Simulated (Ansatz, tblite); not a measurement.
# The cluster K3I2+: rung by rung

An exercise on one series of results from a longer session: the logs are not shown, and one member is left open.

The runs use Ansatz 0.2.0, Gaussian basis; as each input shows.

Plan: GFN1-xTB, GFN2-xTB, PBE-D4/def2-TZVP, r2SCAN-D4/def2-TZVP, B2PLYP/def2-TZVP, B3LYP-D4/def2-TZVP, HSE06-D4/def2-TZVP, PBE-D4/def2-SVP, PBE0-D4/def2-SVP, CCSD(T)/def2-SVP, MP2/def2-TZVP.

7 further runs of the same task are left out: 7 set aside as unsound or not needed.

## The structure

The singlet was relaxed beforehand with r2SCAN-D4/def2-SVP. At that level it is the lowest of the isomers that a small search found.

5 atoms, charge 1, spin multiplicity 1.

Bond lengths: K1–I4 3.407 Å, K1–I5 3.407 Å, K2–I4 3.407 Å, K2–I5 3.407 Å, K3–I4 3.407 Å, K3–I5 3.407 Å. Angles: I4–K1–I5 78.9°, I4–K2–I5 78.9°, I4–K3–I5 78.9°, K1–I4–K2 83.9°, K1–I4–K3 83.9°, K2–I4–K3 84.0°, K1–I5–K2 83.9°, K1–I5–K3 83.9°, K2–I5–K3 84.0°.

I takes a core potential in the def2 sets. No spin-orbit coupling is included. The ion is computed in the gas phase, without counter-ions or solvent.

PBE0-D4/def2-TZVP was run before; its log isn't repeated, and its numbers join the tables.

The first run:

Tight binding, by tblite at 300 K electronic temperature and without a spin-polarisation term:

```python
tblite.interface.Calculator('GFN1-xTB', numbers, positions, charge=1, uhf=0).singlepoint()
```

Tight binding, by tblite at 300 K electronic temperature and without a spin-polarisation term:

```python
tblite.interface.Calculator('GFN2-xTB', numbers, positions, charge=1, uhf=0).singlepoint()
```

start.molden holds the orbitals of an earlier run on this state, given as this run's starting guess.

Input file in.yaml:

```yaml
crystal:
  periodic: [false, false, false]
  atoms:
    - {symbol: K, position_ang: [-0.266780, 2.590167, -0.375951]}
    - {symbol: K, position_ang: [0.524297, -0.932959, 2.403621]}
    - {symbol: K, position_ang: [-0.257532, -1.657218, -2.027634]}
    - {symbol: I, position_ang: [-2.121115, -0.160383, 0.400459]}
    - {symbol: I, position_ang: [2.121129, 0.160384, -0.400495]}
basis:
  gaussian: {orbitals: def2-TZVP, initial_orbitals: start.molden}
total_charge: 1
hamiltonian: {xc: pbe, dispersion: d4}
scf: {omitted_lower_state_checks: [starts]}
output: {forces: true, orbitals: {seedname: orbitals}}
```

Started as:

```bash
> ansatz run in.yaml --threads 4 --pin off --events-out ev --progress --plain --max-ram 4787MiB
```

Among the steps run: PBE-D4/def2-TZVP; r2SCAN-D4/def2-TZVP; B2PLYP/def2-TZVP; B3LYP-D4/def2-TZVP; HSE06-D4/def2-TZVP; PBE-D4/def2-SVP; PBE0-D4/def2-SVP; CCSD(T)/def2-SVP; MP2/def2-TZVP.

One table of the session follows, with a row left open; its other results are not shown here.

| level | HOMO (eV) | LUMO (eV) | gap (eV) |
| --- | --- | --- | --- |
| PBE-D4/def2-SVP | ? | ? | ? |
| PBE-D4/def2-TZVP | -8.19 | -4.65 | 3.54 |
| r2SCAN-D4/def2-TZVP | -8.40 | -3.96 | 4.44 |
| B3LYP-D4/def2-TZVP | -8.97 | -4.36 | 4.62 |
| PBE0-D4/def2-SVP | -9.19 | -4.10 | 5.09 |
| PBE0-D4/def2-TZVP | -9.21 | -4.08 | 5.14 |
| HSE06-D4/def2-TZVP | -8.83 | -4.39 | 4.45 |

**Question.** Estimate the row for PBE-D4/def2-SVP.

The run gave: HOMO (eV): -8.13; LUMO (eV): -4.65; gap (eV): 3.48. In the column «HOMO (eV)» it is the highest.
